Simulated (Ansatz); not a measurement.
# CH5ClSn: the cost of one run

Method: RKS PBE-D4/def2-SVP, in Ansatz 0.2.0.

### 1 Starting point

Bond lengths: Sn1–C2 2.150 Å, C2–H3 1.110 Å, C2–H4 1.110 Å, C2–H5 1.110 Å, Sn1–Cl6 2.410 Å, Sn1–H7 1.739 Å, Sn1–H8 1.739 Å. Angles: Sn1–C2–H3 109.5°, Sn1–C2–H4 109.5°, Sn1–C2–H5 109.5°, H3–C2–H4 109.4°, H3–C2–H5 109.4°, H4–C2–H5 109.4°, C2–Sn1–Cl6 109.4°, C2–Sn1–H7 109.5°, C2–Sn1–H8 109.5°, Cl6–Sn1–H7 109.5°, Cl6–Sn1–H8 109.5°, H7–Sn1–H8 109.5°.

Structure file:

```xyz
8

Sn    0.0000    0.0000    0.0000
C     0.0000    0.0000    2.1500
H    -0.9996   -0.3092    2.5205
H     0.7676   -0.7111    2.5205
H     0.2320    1.0203    2.5205
Cl    2.2726    0.0000   -0.8025
H    -0.8195    1.4198   -0.5794
H    -0.8195   -1.4198   -0.5794
```

### 2 Relaxing the start

File input.yaml:

```yaml
crystal:
  periodic: [false, false, false]
  atoms:
    - { symbol: Sn, position_ang: [0.0, 0.0, 0.0] }
    - { symbol: C, position_ang: [0.0, 0.0, 2.15] }
    - { symbol: H, position_ang: [-0.9996, -0.3092, 2.5205] }
    - { symbol: H, position_ang: [0.7676, -0.7111, 2.5205] }
    - { symbol: H, position_ang: [0.232, 1.0203, 2.5205] }
    - { symbol: Cl, position_ang: [2.2726, 0.0, -0.8025] }
    - { symbol: H, position_ang: [-0.8195, 1.4198, -0.5794] }
    - { symbol: H, position_ang: [-0.8195, -1.4198, -0.5794] }
basis:
  gaussian: { orbitals: def2-SVP }
hamiltonian:
  xc: pbe
  dispersion: d4
relax:
  f_tol: 0.02
  max_steps: 40
```

On the command line:

```bash
> ansatz run input.yaml --threads 2 --pin off --max-ram 3072MiB --backend cpu --events-out ev --progress --plain --runs-dir out
```

**Question.** How long does this run take on 2 threads of Arm Neoverse V2, shared host, and how much memory does it need?

About 5.6 s, with a peak of 0.12 GiB.
